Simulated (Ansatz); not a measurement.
Write a Python script for the Ansatz DFT code, driven from Python that makes a charge-density difference against the sublattices of YbTlS2, space group R-3m. Settings (first run): LDA, PAW, cutoff 460 eV, 7×7×7 k-points, cold smearing of 0.05 eV.

```yaml
crystal:
  lattice:
    - [2.04585, 1.18117, 6.75263]
    - [-2.04585, 1.18117, 6.75263]
    - [0.00000, -2.36234, 6.75263]
  atoms:
    - { symbol: Yb, position: [0.00000, 0.00000, 0.00000] }
    - { symbol: Tl, position: [0.50000, 0.50000, 0.50000] }
    - { symbol: S, position: [0.25771, 0.25771, 0.25771] }
    - { symbol: S, position: [0.74229, 0.74229, 0.74229] }
```

The script, `drho.py`:
```python
# -*- coding: utf-8 -*-
"""Density difference of YbTlS2 against its sublattices."""

import warnings

import ansatz as az
import numpy as np

FUNCTIONAL = "LDA"
FILLING = "Marzari-Vanderbilt"
CUTOFF = 460
KGRID = (7, 7, 7)

vectors0 = np.array([
    [2.04585, 1.18117, 6.75263],
    [-2.04585, 1.18117, 6.75263],
    [0.0, -2.36234, 6.75263],
])
sites = [
    ("Yb", (0.0, 0.0, 0.0)),
    ("Tl", (0.5, 0.5, 0.5)),
    ("S", (0.25771, 0.25771, 0.25771)),
    ("S", (0.74229, 0.74229, 0.74229)),
]


def crystal_on(cell):
    crystal = az.Crystal(lattice=az.Lattice.of(cell))
    for symbol, position in sites:
        crystal = crystal.atom(symbol, position)
    return crystal

warnings.simplefilter("ignore", az.DeckWarning)

# one cutoff and one grid for all runs, so that the fields can be subtracted
def solve(crystal):
    return (
        crystal.calculation()
        .functional(FUNCTIONAL)
        .occupations(FILLING, width=50 * az.meV)  # the run then minimises F = E - TS
        .basis(CUTOFF, grid_basis="typed")  # a bare number is in eV
        .kpoints(*KGRID)  # sampling of the Brillouin zone
        .density()
        .run(threads=1)
    )


whole = solve(crystal_on(vectors0))
difference = whole.density().channels[0].density_e_per_ang3.copy()
binding = whole.report["free_energy_ev"]
for element in ["Yb", "Tl", "S"]:
    part = az.Crystal(lattice=az.Lattice.of(vectors0))
    for symbol, position in sites:
        if symbol == element:
            part = part.atom(symbol, position)
    alone = solve(part)
    difference -= alone.density().channels[0].density_e_per_ang3
    binding -= alone.report["free_energy_ev"]
    print(f"{element} sublattice: {alone.report['n_electrons']:g} electrons, {alone.report['n_iterations']} iterations")

voxel = abs(np.linalg.det(vectors0)) / difference.size
print(f"energy of the crystal less its unpolarised sublattices: {binding / len(sites):.4f} eV/atom")
print(f"net charge of the difference {difference.sum() * voxel:.5f} e, charge rearranged {0.5 * np.abs(difference).sum() * voxel:.3f} e")
print(f"extremes {difference.min():.4f} and {difference.max():.4f} e/A^3")
for (symbol, position) in sites:
    index = tuple(int(round(p * n)) % n for p, n in zip(position, difference.shape))
    print(f"  change of the pseudo-density at the grid point nearest {symbol}: {difference[index]:+.4f} e/A^3")
```

`python drho.py` gives:
```text
Yb sublattice: 24 electrons, 14 iterations
Tl sublattice: 13 electrons, 6 iterations
S sublattice: 12 electrons, 8 iterations
energy of the crystal less its unpolarised sublattices: -3.5773 eV/atom
net charge of the difference 0.00002 e, charge rearranged 0.961 e
extremes -0.7195 and 0.0959 e/A^3
  change of the pseudo-density at the grid point nearest Yb: -0.7195 e/A^3
  change of the pseudo-density at the grid point nearest Tl: +0.0024 e/A^3
  change of the pseudo-density at the grid point nearest S: -0.0569 e/A^3
  change of the pseudo-density at the grid point nearest S: -0.0569 e/A^3
```

Reading the output:
- Semilocal functionals put the nearly full 4f shell of Yb too close to the Fermi level.
- The mesh is modest for a metal, so energies can be off by several to tens of meV an atom and pressures by half a GPa or more; differences at equal mesh fare better.
- Spin-orbit coupling, which matters for elements this heavy, is left out.
- The fields are valence quantities on the plane-wave grid; their values near the nuclei depend on the potentials.
- The structure comes from a database of computed cells and needn't be a stable or known phase.
- Charge moved counts every rearrangement, bonding and polarisation too, and is no transfer between atoms; the bare sublattices are artificial references. Values near the nuclei depend on the potentials.
- Finished in 23 s on 1 thread of Arm Neoverse V1, on a shared host, peak memory 0.52 GiB.
